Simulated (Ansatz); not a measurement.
CH6BBrSi2, SMILES [SiH3]C1[SiH2]B1Br, a geometry optimisation

Run with Ansatz's Python interface.

The script, `ch6bbrsi2_opt.py`:
```python
"""Geometry optimisation of CH6BBrSi2."""

import itertools
import logging
import sys

import ansatz as az
from ase.data import atomic_numbers, covalent_radii
import numpy as np

logging.basicConfig(stream=sys.stdout, format="%(levelname)s %(message)s")
log = logging.getLogger("calc")
log.setLevel(logging.INFO)

geometry_ang = [
    ("Si", (-1.4784, -0.4635, 0.354)),
    ("C", (0.2081, 0.1913, 0.6425)),
    ("Si", (1.4139, -0.713, -0.274)),
    ("B", (0.7817, 1.1901, -0.4841)),
    ("Br", (0.6475, 2.9362, -1.4353)),
    ("H", (-2.4837, 0.6397, 0.7404)),
    ("H", (-1.6916, -0.7301, -1.0785)),
    ("H", (-1.7214, -1.612, 1.1366)),
    ("H", (0.4923, 0.5161, 1.7155)),
    ("H", (2.8588, -0.5602, 0.1511)),
    ("H", (1.0382, -1.4518, -1.4474)),
]
molecule = az.Crystal.molecule()
for symbol, xyz in geometry_ang:
    molecule = molecule.atom(symbol, xyz)

setup = (
    molecule.calculation()
    .basis(gaussian="def2-SVP")
    .functional("cam_b3lyp")
    .accuracy("medium")
    .scf(lower_state_search="off")
)
symbols = [site.symbol for site in molecule.cartesian_sites]
start = np.array([site.position_ang for site in molecule.cartesian_sites], dtype=float)
def progress(event):
    if event["event"] == "relax_step":
        row = event["data"]
        log.info(f"step {row['step']:3d}  E = {row['lagrangian_ev']:.6f} eV  largest force component {row['allowed_force_max_ev_ang']:.4f} eV/A")


summary = setup.relax(force_tolerance=0.02).session().plan().execute(on_event=progress).report
end = np.array(summary["positions_ang"])

log.info(f"E = {summary['free_energy_ev']:.6f} eV = {summary['free_energy_ev'] / 27.211386246:.7f} Ha")
print("converged:", summary["converged"], " doubts:", summary["published_state_doubts"] or "none")

# pairs closer than 1.2 times the sum of covalent radii, before or after
radius = [covalent_radii[atomic_numbers[s]] for s in symbols]
span = lambda where, i, j: np.linalg.norm(where[i] - where[j])
bonded = [(i, j) for i, j in itertools.combinations(range(len(symbols)), 2) if min(span(start, i, j), span(end, i, j)) < 1.2 * (radius[i] + radius[j])]
log.info("pair        before    after (A)")
for i, j in bonded:
    print(f"{symbols[i]}{i}-{symbols[j]}{j}".ljust(10), f"{span(start, i, j):8.4f} {span(end, i, j):8.4f}")
for first, second in list(itertools.combinations(bonded, 2)):
    shared = set(first) & set(second)
    if shared and symbols[(j := shared.pop())] != "H":
        i, k = sorted((set(first) | set(second)) - {j})
        u, v = end[i] - end[j], end[k] - end[j]
        angle = np.degrees(np.arccos(np.clip(u @ v / np.linalg.norm(u) / np.linalg.norm(v), -1, 1)))
        log.info(f"final angle {symbols[i]}{i}-{symbols[j]}{j}-{symbols[k]}{k}: {angle:.2f} deg")
```

```console
$ python ch6bbrsi2_opt.py
INFO step   1  E = -87598.299099 eV  largest force component 3.5394 eV/A
INFO step   2  E = -87599.332117 eV  largest force component 1.3131 eV/A
INFO step   3  E = -87599.491487 eV  largest force component 1.3884 eV/A
INFO step   4  E = -87599.519272 eV  largest force component 0.5488 eV/A
INFO step   5  E = -87599.495749 eV  largest force component 0.7134 eV/A
INFO step   6  E = -87599.547283 eV  largest force component 0.1970 eV/A
INFO step   7  E = -87599.552090 eV  largest force component 0.0771 eV/A
INFO step   8  E = -87599.554790 eV  largest force component 0.0360 eV/A
INFO step   9  E = -87599.557487 eV  largest force component 0.0416 eV/A
INFO step  10  E = -87599.558246 eV  largest force component 0.0284 eV/A
INFO step  11  E = -87599.558105 eV  largest force component 0.0671 eV/A
INFO step  12  E = -87599.558923 eV  largest force component 0.0242 eV/A
INFO step  13  E = -87599.559021 eV  largest force component 0.0140 eV/A
INFO E = -87599.559167 eV = -3219.2244223 Ha
converged: True  doubts: none
INFO pair        before    after (A)
Si0-C1       1.8320   1.8768
Si0-H5       1.5417   1.4894
Si0-H6       1.4726   1.4887
Si0-H7       1.4109   1.4885
C1-Si2       1.7640   1.9250
C1-B3        1.6112   1.5261
C1-H8        1.1565   1.1011
Si2-B3       2.0163   1.9377
Si2-H9       1.5139   1.4834
Si2-H10      1.4366   1.4820
B3-Br4       1.9929   1.8854
INFO final angle C1-Si0-H5: 110.67 deg
INFO final angle C1-Si0-H6: 109.98 deg
INFO final angle C1-Si0-H7: 110.05 deg
INFO final angle Si0-C1-Si2: 112.71 deg
INFO final angle Si0-C1-B3: 118.12 deg
INFO final angle Si0-C1-H8: 108.28 deg
INFO final angle H5-Si0-H6: 108.36 deg
INFO final angle H5-Si0-H7: 108.78 deg
INFO final angle H6-Si0-H7: 108.95 deg
INFO final angle Si2-C1-B3: 67.17 deg
INFO final angle Si2-C1-H8: 126.92 deg
INFO final angle C1-Si2-B3: 46.54 deg
INFO final angle C1-Si2-H9: 118.43 deg
INFO final angle C1-Si2-H10: 113.57 deg
INFO final angle B3-C1-H8: 119.07 deg
INFO final angle C1-B3-Si2: 66.29 deg
INFO final angle C1-B3-Br4: 136.83 deg
INFO final angle B3-Si2-H9: 120.83 deg
INFO final angle B3-Si2-H10: 125.41 deg
INFO final angle Si2-B3-Br4: 153.80 deg
INFO final angle H9-Si2-H10: 112.88 deg
```

The settings weren't tested for convergence. The end point is the stationary point reached from this start; no frequency run checks that it is a minimum, and the basis set is modest. Wall time of the script: 87 s on 1 thread of Arm Neoverse V2, on a shared host, peak memory 0.45 GiB.
